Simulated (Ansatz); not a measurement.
# CH₆OSi₂: small, medium and large basis sets

How large a basis does CH₆OSi₂ need? Two functionals are run in growing sets.

Computed with Ansatz 0.2.0, Gaussian basis. Level: one geometry, several basis sets.

Plan: PBE0-D4/def2-SVP; ωB97M-V/def2-SVP; PBE0-D4/def2-QZVPP; ωB97M-V/def2-QZVPP; the functionals' def2-TZVPP values are taken from earlier runs.

### Step 1. Structure used throughout

The geometry comes from an earlier relaxation with PBE0-D4 in a triple-zeta def2 set; it is a stationary point, not always the lowest conformer.

SMILES `C1[SiH2]O[SiH2]1`, 10 atoms, charge 0, spin multiplicity 1.

Atoms are counted from 1 here; the program's logs count them from 0.

Bond lengths: C1–Si2 1.887 Å, C1–Si4 1.887 Å, C1–H5 1.090 Å, C1–H6 1.090 Å, Si2–O3 1.676 Å, Si2–H7 1.485 Å, Si2–H8 1.485 Å, O3–Si4 1.676 Å, Si4–H9 1.485 Å, Si4–H10 1.485 Å. Angles: Si2–C1–Si4 82.3°, Si2–C1–H5 115.8°, Si2–C1–H6 115.8°, Si4–C1–H5 115.8°, Si4–C1–H6 115.8°, H5–C1–H6 109.5°, C1–Si2–O3 91.1°, C1–Si2–H7 115.9°, C1–Si2–H8 115.9°, O3–Si2–H7 111.8°, O3–Si2–H8 111.8°, H7–Si2–H8 109.3°, Si2–O3–Si4 95.6°, C1–Si4–O3 91.1°, C1–Si4–H9 115.9°, C1–Si4–H10 115.9°, O3–Si4–H9 111.8°, O3–Si4–H10 111.8° and more.

### Step 2. PBE0-D4 in def2-SVP

Input file in.yaml:

```yaml
crystal:
  periodic: [false, false, false]
  atoms:
    - {symbol: C, position_ang: [-0.825089, 0.578469, -0.148615]}
    - {symbol: Si, position_ang: [-0.384175, -1.245074, 0.050269]}
    - {symbol: O, position_ang: [1.239294, -0.867138, 0.220394]}
    - {symbol: Si, position_ang: [1.037636, 0.788865, 0.064133]}
    - {symbol: H, position_ang: [-1.226295, 0.865554, -1.120656]}
    - {symbol: H, position_ang: [-1.443328, 1.005263, 0.641244]}
    - {symbol: H, position_ang: [-0.925181, -1.914077, 1.260957]}
    - {symbol: H, position_ang: [-0.629748, -2.104050, -1.136272]}
    - {symbol: H, position_ang: [1.472319, 1.515619, 1.284338]}
    - {symbol: H, position_ang: [1.767567, 1.325369, -1.112893]}
basis:
  gaussian: {orbitals: def2-SVP}
hamiltonian: {xc: pbe0, dispersion: d4}
output: {orbitals: {seedname: orbitals}}
```

Started as:

```
$ ansatz run in.yaml --threads 2 --pin off --events-out ev --progress --plain --max-ram 4352MiB
```

The log of the run:

```text
Functional definition: PBE0
  name "PBE0"
  cite "Adamo & Barone, J. Chem. Phys. 110, 6158 (1999) doi:10.1063/1.478522"
  cite "Perdew, Burke & Ernzerhof, Phys. Rev. Lett. 77, 3865 (1996) doi:10.1103/PhysRevLett.77.3865"
  parent pbe
  parameter a = 0.25
  parameter kappa = 0.804
  parameter beta = 0.06672455060314922
  exchange = (1 - a)*pbe_x(kappa = kappa, mu = beta*pi^2/3) + a*exact_x
  correlation = pbe_c(beta = beta)
1041 factors; their error is unknown
mean field evaluation 1: about -18914.1211 eV, gradient 5.8e1 eV
mean field evaluation 2: about -18905.8609 eV, gradient 8.5e1 eV
mean field evaluation 4: about -18920.9602 eV, gradient 4.2e0 eV
mean field evaluation 8: about -18921.0035 eV, gradient 1.1e-2 eV
mean field evaluation 16: about -18921.1037 eV, gradient 4.6e-5 eV
mean field -18921.10367213 eV, -695.3377347659 hartree, gradient 4.6e-5 eV, S^2 0.000000; 0 other end points of the search recorded, 0 dependent functions left out
reference -18921.10370009 eV, -695.3377357935 hartree; 24, 24 occupied and 70, 70 virtual orbitals, 1041 factors
Total energy: -18921.29585910 eV, -695.3447975068 hartree
```

Run time: 1.4 s. Hardware: 2 threads of Arm Neoverse V1, shared host.

### Step 3. ωB97M-V in def2-SVP

Changes to in.yaml since step 2:

```diff
@@ -15,3 +15,3 @@
   gaussian: {orbitals: def2-SVP}
-hamiltonian: {xc: pbe0, dispersion: d4}
+hamiltonian: {xc: {name: wB97M-V}}
 output: {orbitals: {seedname: orbitals}}
```

Same command.

The log of the run, shortened:

```text
Functional definition: wB97M-V
  name "wB97M-V"
  cite "Mardirossian & Head-Gordon, J. Chem. Phys. 144, 214110 (2016) doi:10.1063/1.4952647"
  cite "Becke, J. Chem. Phys. 107, 8554 (1997) doi:10.1063/1.475007"
  cite "Vydrov & Van Voorhis, J. Chem. Phys. 133, 244103 (2010) doi:10.1063/1.3521275"
  # Of w^i u^j: cxij and so on, Table III.
[...]
  gx(w, u) = 1 - cx + cx01*u + cx10*w
  gss(w, u) = css00 + css04*u^4 + css10*w + css20*w^2 + css43*w^4*u^3
  gos(w, u) = cos00 + cos10*w + (cos20 + cos21*u)*w^2 + (cos60 + cos61*u)*w^6
[...]
      + integral(e_c_pw_mod_opposite_spin*gos(b97_w_opposite, b97_u_opposite)) + vv10(b, c)
1041 factors; their error is unknown
316 factors; integrals over basis functions are off by at most 6.1e-6 eV
[...]
mean field -18928.77495671 eV, -695.6196492744 hartree, gradient 3.0e-5 eV, S^2 0.000000; 0 other end points of the search recorded, 0 dependent functions left out
reference -18928.77500059 eV, -695.6196508873 hartree; 24, 24 occupied and 70, 70 virtual orbitals, 1041 factors
Total energy: -18928.77500059 eV, -695.6196508873 hartree
```

Wall time 6.5 s (2 threads of Arm Neoverse V1, shared host); peak memory 0.28 GiB.

### Step 4. PBE0-D4 in def2-QZVPP

Changes to in.yaml since step 3:

```diff
@@ -14,4 +14,4 @@
 basis:
-  gaussian: {orbitals: def2-SVP}
-hamiltonian: {xc: {name: wB97M-V}}
+  gaussian: {orbitals: "def2-QZVPP.json"}
+hamiltonian: {xc: pbe0, dispersion: d4}
 output: {orbitals: {seedname: orbitals}}
```

The command is unchanged.

The log of the run:

```text
Functional definition: PBE0
  name "PBE0"
  cite "Adamo & Barone, J. Chem. Phys. 110, 6158 (1999) doi:10.1063/1.478522"
  cite "Perdew, Burke & Ernzerhof, Phys. Rev. Lett. 77, 3865 (1996) doi:10.1103/PhysRevLett.77.3865"
  parent pbe
  parameter a = 0.25
  parameter kappa = 0.804
  parameter beta = 0.06672455060314922
  exchange = (1 - a)*pbe_x(kappa = kappa, mu = beta*pi^2/3) + a*exact_x
  correlation = pbe_c(beta = beta)
1487 factors; their error is unknown
mean field evaluation 1: about -18921.9595 eV, gradient 7.0e1 eV
mean field evaluation 2: about -18908.8250 eV, gradient 1.0e2 eV
mean field evaluation 4: about -18931.3133 eV, gradient 7.6e0 eV
mean field evaluation 8: about -18931.4361 eV, gradient 4.4e-2 eV
mean field evaluation 16: about -18931.4472 eV, gradient 1.2e-5 eV
mean field -18931.44720922 eV, -695.7178527431 hartree, gradient 1.2e-5 eV, S^2 0.000000; 0 other end points of the search recorded, 0 dependent functions left out
reference -18931.44725198 eV, -695.7178543144 hartree; 24, 24 occupied and 410, 410 virtual orbitals, 1487 factors
Total energy: -18931.63941099 eV, -695.7249160276 hartree
```

Run time: 13 s. Hardware: 2 threads of Arm Neoverse V1, shared host; peak memory 1.3 GiB.

### Step 5. ωB97M-V in def2-QZVPP

Changes to in.yaml since step 4:

```diff
@@ -15,3 +15,3 @@
   gaussian: {orbitals: "def2-QZVPP.json"}
-hamiltonian: {xc: pbe0, dispersion: d4}
+hamiltonian: {xc: {name: wB97M-V}}
 output: {orbitals: {seedname: orbitals}}
```

Same command.

The log of the run, shortened:

```text
Functional definition: wB97M-V
  name "wB97M-V"
  cite "Mardirossian & Head-Gordon, J. Chem. Phys. 144, 214110 (2016) doi:10.1063/1.4952647"
  cite "Becke, J. Chem. Phys. 107, 8554 (1997) doi:10.1063/1.475007"
  cite "Vydrov & Van Voorhis, J. Chem. Phys. 133, 244103 (2010) doi:10.1063/1.3521275"
  # Of w^i u^j: cxij and so on, Table III.
[...]
  gx(w, u) = 1 - cx + cx01*u + cx10*w
  gss(w, u) = css00 + css04*u^4 + css10*w + css20*w^2 + css43*w^4*u^3
  gos(w, u) = cos00 + cos10*w + (cos20 + cos21*u)*w^2 + (cos60 + cos61*u)*w^6
[...]
      + integral(e_c_pw_mod_opposite_spin*gos(b97_w_opposite, b97_u_opposite)) + vv10(b, c)
1447 factors; their error is unknown
366 factors; integrals over basis functions are off by at most 7.0e-6 eV
[...]
mean field -18939.21785958 eV, -696.0034188767 hartree, gradient 1.7e-5 eV, S^2 0.000000; 0 other end points of the search recorded, 0 dependent functions left out
reference -18939.21792934 eV, -696.0034214402 hartree; 24, 24 occupied and 410, 410 virtual orbitals, 1447 factors
Total energy: -18939.21792934 eV, -696.0034214402 hartree
```

Wall time 32 s (2 threads of Arm Neoverse V1, shared host); peak memory 1.6 GiB.

### Step 6. Functionals by basis

The def2-TZVPP values come from earlier runs at the same geometry.

```
functional       basis  functions  energy (eV)  from the largest (eV)  HOMO (eV)  LUMO (eV)
   PBE0-D4    def2-SVP         94  -18921.2959                 10.344      -8.30      -0.04
   PBE0-D4  def2-TZVPP        230  -18930.9005                  0.739      -8.27      -0.44
   PBE0-D4  def2-QZVPP        434  -18931.6394                  0.000      -8.28      -0.55
   ωB97M-V    def2-SVP         94  -18928.7750                 10.443     -10.45       1.86
   ωB97M-V  def2-TZVPP        230  -18938.5376                  0.680     -10.45       1.23
   ωB97M-V  def2-QZVPP        434  -18939.2179                  0.000     -10.45       0.97
```

### Step 7. Summary of results

```
                                       quantity           value
PBE0-D4: double and triple zeta above quadruple  10.34, 0.74 eV
ωB97M-V: double and triple zeta above quadruple  10.44, 0.68 eV
```

What this shows: For PBE0-D4 the step from double to triple zeta gains 9.60 eV and the next only 0.74 eV. These are total energies; as a rule much of such shifts cancels in differences, which this series doesn't test. The LUMO of ωB97M-V is positive and keeps falling with the basis (1.86 to 0.97 eV): an unbound level that the basis holds in place.

For PBE0-D4 the largest set took about 9 times as long as the smallest (13 s against 1.4 s).
